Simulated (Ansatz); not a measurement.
# LaB6: the cost of one run

Computed with Ansatz 0.2.0, driven from Python. The levels of theory stand in the script.

### Step 1. The structure

Symmetry: Pm-3m, No. 221, cubic system. Conventional cell: a = 4.157 Å, b = 4.157 Å, c = 4.157 Å, α = 90.00°, β = 90.00°, γ = 90.00°. Around La (site symmetry m-3m) lie 24 B at 3.05 Å. B (site symmetry 4mm) is surrounded by 5 B at 1.64 to 1.78 Å.

lab6.cif, read by the script:

```cif
data_LaB6
_cell_length_a 4.157000
_cell_length_b 4.157000
_cell_length_c 4.157000
_cell_angle_alpha 90.00000
_cell_angle_beta 90.00000
_cell_angle_gamma 90.00000
_symmetry_space_group_name_H-M 'P 1'
_symmetry_Int_Tables_number 1
loop_
_symmetry_equiv_pos_as_xyz
'x, y, z'
loop_
_atom_site_label
_atom_site_type_symbol
_atom_site_fract_x
_atom_site_fract_y
_atom_site_fract_z
La1 La    0.000000    0.000000    0.000000
B2 B    0.197500    0.500000    0.500000
B3 B    0.500000    0.197500    0.500000
B4 B    0.802500    0.500000    0.500000
B5 B    0.500000    0.802500    0.500000
B6 B    0.500000    0.500000    0.197500
B7 B    0.500000    0.500000    0.802500
```

### Step 2. The code

Contents of lab6.py:

```python
import warnings

import ansatz as az
from ase.io import read
import numpy as np

def edges_and_angles(cell):
    cell = np.asarray(cell)
    a, b, c = np.linalg.norm(cell, axis=1)
    cosines = cell[1] @ cell[2] / (b * c), cell[0] @ cell[2] / (a * c), cell[0] @ cell[1] / (a * b)
    return (a, b, c, *np.degrees(np.arccos(cosines)))

warnings.simplefilter('ignore', az.DeckWarning)

atoms = read('lab6.cif')
xtal = az.Crystal.from_ase(atoms)

model = (
    xtal.calculation()
    .kpoints(7, 7, 7)
    .occupations('fermi_dirac')
    .relax(cell=True, max_steps=40)
)

levels = [('r2scan', 'rvv10'), ('pbe', 'd4'), ('lda', 'none')]
print('level            a       b       c    alpha   beta  gamma  V/atom  steps')
for name, dispersion in levels:
    seen = []
    run = model.functional(name, dispersion=dispersion).session().plan()
    result = run.execute(on_event=lambda e: seen.append(e) if e['event'] == 'relax_step' else None)
    cell = result.lattice.cell_ang
    label = name if dispersion == 'none' else f'{name}+{dispersion}'
    print('{:13s} {:7.4f} {:7.4f} {:7.4f} {:6.2f} {:6.2f} {:6.2f}'.format(label, *edges_and_angles(cell)), f'{abs(np.linalg.det(cell)) / len(result.lattice.sites):7.3f} {len(seen):5d}')
```

### Step 3. What the engine is handed

The engine receives this input (first run):

```yaml
crystal:
  lattice:
    - [4.157, 0.0, 0.0]
    - [0.0, 4.157, 0.0]
    - [0.0, 0.0, 4.157]
  atoms:
    - { symbol: La, position: [0.0, 0.0, 0.0] }
    - { symbol: B, position: [0.1975, 0.5, 0.5] }
    - { symbol: B, position: [0.5, 0.1975, 0.5] }
    - { symbol: B, position: [0.8025000000000001, 0.5, 0.5] }
    - { symbol: B, position: [0.5, 0.8025000000000001, 0.5] }
    - { symbol: B, position: [0.5, 0.5, 0.1975] }
    - { symbol: B, position: [0.5, 0.5, 0.8025000000000001] }
kpoints:
  mp_grid:
    grid: [7, 7, 7]
hamiltonian:
  xc: r2scan
  dispersion: rvv10
scf:
  occupations:
    method: fermi_dirac
relax:
  max_steps: 40
  cell: {}
```

### Step 4. Running it

Command:

```console
$ python lab6.py
```

What time and memory should one allow on 1 thread of Intel Xeon 6975P-C (Granite Rapids), shared host?

About 37 s, with a peak of 0.75 GiB.
